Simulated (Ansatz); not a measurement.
Write the native input for Ansatz 0.2.0 that does the following.

| Quantity | Value |
| --- | --- |
| Task | single point |
| Functional | PBE |
| Potentials or basis | Ansatz PAW earlier set |
| Cutoff | 700 eV |
| Density cutoff | 2800 eV |
| k mesh | 9 × 9 × 1 |
| Occupations | fermi-dirac, width 0.05 eV |
| Spin | no spin polarisation |
| Boundary along the surface normal | dipole_correction |
| Miller | 1 × 1 × 1 |
| Bulk formula | Pb |

The system is Pb, a slab with vacuum.

```
Pb
1.0
     3.49282    0.00000    0.00000
    -1.74641    3.02487    0.00000
     0.00000    0.00000   23.55564
Pb
4
Direct
  0.66667 0.33333 0.31840
  0.33333 0.66667 0.43947
  0.00000 0.00000 0.56053
  0.66667 0.33333 0.68160
```

The slab is cut from a database's or a generator's crystal, which needn't be the stable form of the element.

The cell isn't the ideal one: the (1 1 1) slab of Pb, cut from the database cell, not relaxed.

The input as run:

input.yaml

```yaml
crystal:
  lattice:
    - [3.4928246563, 0.0, 0.0]
    - [-1.7464123282, 3.0248748834, 0.0]
    - [0.0, 0.0, 23.5556381691]
  atoms:
    - { symbol: Pb, position: [0.6666666667, 0.3333333333, 0.3183951097] }
    - { symbol: Pb, position: [0.3333333333, 0.6666666667, 0.4394650366] }
    - { symbol: Pb, position: [0.0, 0.0, 0.5605349634] }
    - { symbol: Pb, position: [0.6666666667, 0.3333333333, 0.6816048903] }
hamiltonian:
  xc: pbe
  pseudopotentials: { kind: paw, level: accurate }
kpoints:
  mp_grid: { grid: [9, 9, 1] }
scf:
  occupations: { method: fermi_dirac, width: 0.05 }
output:
  forces: true
  eigenvalues: true
efield:
  axis: 3
  dipole_correction: true
  ramp_width: 0.04
```

Potentials or basis: Ansatz PAW earlier set.

Launch:

```sh
$ ansatz run input.yaml --threads 4 --pin off --max-ram 11264MiB --backend cpu --events-out ev --progress --plain --runs-dir out
```

It gave:

The largest force is 0.308 eV/Å and the band gap on the k mesh is none (metal or under the smearing width). The work function of the upper face is 3.73 eV and the work function of the lower face is 3.73 eV. The dipole across the slab is 0.000 e·Å.

Run time: 7.1 s on 4 threads of Arm Neoverse V2 (shared host), peak memory 0.98 GiB.
